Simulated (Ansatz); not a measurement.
# HfHCl (quintet): the correlation ladder, def2-QZVPP

An exercise on one series of results from a longer session: the logs are not shown, and one member is left open.

The runs use Ansatz 0.2.0, Gaussian basis; def2-QZVPP, core rule «outside noble gas», up to 9 orbitals frozen.

To be run: UHF; ROHF; CCSD(T) on UHF.

2 further runs of the same task are left out: 2 set aside as unsound or not needed.

## The system

The geometry is a PBE0/def2-TZVP stationary point (not a proven minimum) of the parent state, kept for this charge and spin. No spin-orbit coupling is included. Elements past krypton take def2 core potentials.

3 atoms, charge 0, spin multiplicity 5.

Atoms are counted from 1 here; the program's logs count them from 0.

Bond lengths: Hf1–Cl2 2.375 Å, Hf1–H3 1.924 Å. Angles: Cl2–Hf1–H3 180.0°.

Set-up of the first run:

in.yaml reads:

```yaml
crystal:
  periodic: [false, false, false]
  atoms:
    - {symbol: Hf, position_ang: [0.000000, 0.000000, 0.150300]}
    - {symbol: Cl, position_ang: [0.000000, 0.000000, -2.224700]}
    - {symbol: H, position_ang: [0.000000, 0.000000, 2.074400]}
basis:
  gaussian: {orbitals: "def2-QZVPP.json"}
magnetization: {spin_polarized: true, initial_magnetization: 4}
hamiltonian: {xc: hf}
output: {orbitals: {seedname: orbitals}}
```

Started as:

```
$ ansatz run in.yaml --threads 1 --pin off --events-out ev --progress --plain --max-ram 4096MiB --backend cpu
```

Among the steps run: UHF; ROHF; CCSD(T) on UHF.

One of the session's tables, all rows but one given; the rest of the session is left out.

It belongs to the step «Misses and costs». 

| method | from UCCSD(T) (kcal/mol) |
| --- | --- |
| ROHF | ? |
| UHF | +185.54 |
| UMP2 | +22.12 |
| UCCSD | +8.69 |
| UCCSD(T) | 0 |

Estimate the missing values for ROHF.

**Answer.** from UCCSD(T) (kcal/mol): +188.10. In the column «from UCCSD(T) (kcal/mol)» it is the highest.
